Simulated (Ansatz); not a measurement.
**UBCCD(T)/3-21G run of BH2 (boron dihydride)**

Aim: the electronic atomisation energy of BH2 (boron dihydride) at UBCCD(T)/3-21G, from 3 runs. 

Program for the calculation: Ansatz 0.2.0.

58 further runs of the same task are left out: 58 set aside as unsound or not needed.

## 1. Starting point

BH2 has 3 atoms, charge 0, and is taken as a doublet. SMILES: `[BH2]`. The shape is that of a GFN2-xTB optimisation.

Bond lengths: B1–H2 1.159 Å, B1–H3 1.159 Å. Angles: H2–B1–H3 128.4°.

## 2. A single-point energy at UBCCD(T)/3-21G

Input file job.yaml:

```yaml
crystal:
  periodic: [false, false, false]
  atoms:
    - {symbol: B, position_ang: [0.262840, -0.166230, 0.128640]}
    - {symbol: H, position_ang: [0.280020, 0.985320, 0.260980]}
    - {symbol: H, position_ang: [-0.542860, -0.819090, -0.389630]}
basis:
  gaussian:
    orbitals: 3-21G.json
total_charge: 0
magnetization:
  spin_polarized: true
  initial_magnetization: 1
correlation:
  method: bccd_t
  frozen_orbitals: {B: 1, H: 0}
accuracy: high
scf:
  omitted_lower_state_checks: [cluster_reference, increment]
```

The basis set 3-21G is read from a file made from the Basis Set Exchange's data (not shown).

Command:

```
ansatz run job.yaml --threads 1 --pin off --max-ram 2610MiB --events-out events.jsonl --progress --plain --runs-dir runs
```

Log:

```text
Warning: RAYON_NUM_THREADS=1 ignored (pool sized by the plan → 1); use --threads N
[... 12 lines left out ...]
1 core orbitals not correlated: weight in the atoms' cores, before any rotation towards them, 1.000 or more for the frozen orbitals, at most 0.000 for the correlated occupied ones
[... 21 lines left out ...]
Total energy: -698.07910156 eV, -25.6539338073 hartree
Checks for a lower state left out: cluster_reference, increment
```

It took 0.28 s on 1 thread of Arm Neoverse V1, shared host.

## 3. The B atom at the same level

Input file in.yaml:

```yaml
crystal:
  periodic: [false, false, false]
  atoms:
    - {symbol: B, position_ang: [0.000000, 0.000000, 0.000000]}
basis:
  gaussian:
    orbitals: 3-21G.json
magnetization:
  spin_polarized: true
  initial_magnetization: 1
correlation:
  method: bccd_t
  frozen_orbitals: {B: 1}
accuracy: high
scf:
  omitted_lower_state_checks: [cluster_reference, increment]
```

The basis set 3-21G is read from a file made from the Basis Set Exchange's data (not shown).

Run the same way, it converges to -24.43065 Eh (log not shown).

## 4. The H atom: the energy at UHF/3-21G

Input file input.yaml:

```yaml
crystal:
  periodic: [false, false, false]
  atoms:
    - symbol: H
      position_ang: [0.000000, 0.000000, 0.000000]
basis:
  gaussian: {orbitals: 3-21G.json}
accuracy: high
hamiltonian: {xc: hf}
magnetization: {spin_polarized: true, initial_magnetization: 1}
```

The basis set 3-21G is read from a file made from the Basis Set Exchange's data (not shown).

Run the same way, it converges to -0.49620 Eh (log not shown).

## 5. Results

At UBCCD(T)/3-21G, 1 core orbital frozen:

| quantity | value |
| --- | --- |
| molecule: total energy | -25.65393 Eh |
| molecule: correlation energy (1 core orbital frozen) | -52.3 mEh |
| molecule: (T) correction | -0.55 mEh |
| molecule: ⟨S²⟩ of the reference determinant | 0.752 |
| B atom: total energy | -24.43065 Eh |
| B atom: correlation energy (1 core orbital frozen) | -40.9 mEh |
| B atom: (T) correction | -0.33 mEh |
| B atom: ⟨S²⟩ of the reference determinant | 0.750 |
| H atom: total energy | -0.49620 Eh |
| H atom: ⟨S²⟩ | 0.750 |
| electronic atomisation energy | 6.283 eV |

In words: Taking the molecule apart into free atoms costs 6.28 eV (606 kJ/mol), before zero-point energy and without spin-orbit coupling. The basis has no polarisation functions, which makes bonds too weak. The triples (molecule) make up 1.1 % of the correlation energy. The triples (B atom) make up 0.8 % of the correlation energy.
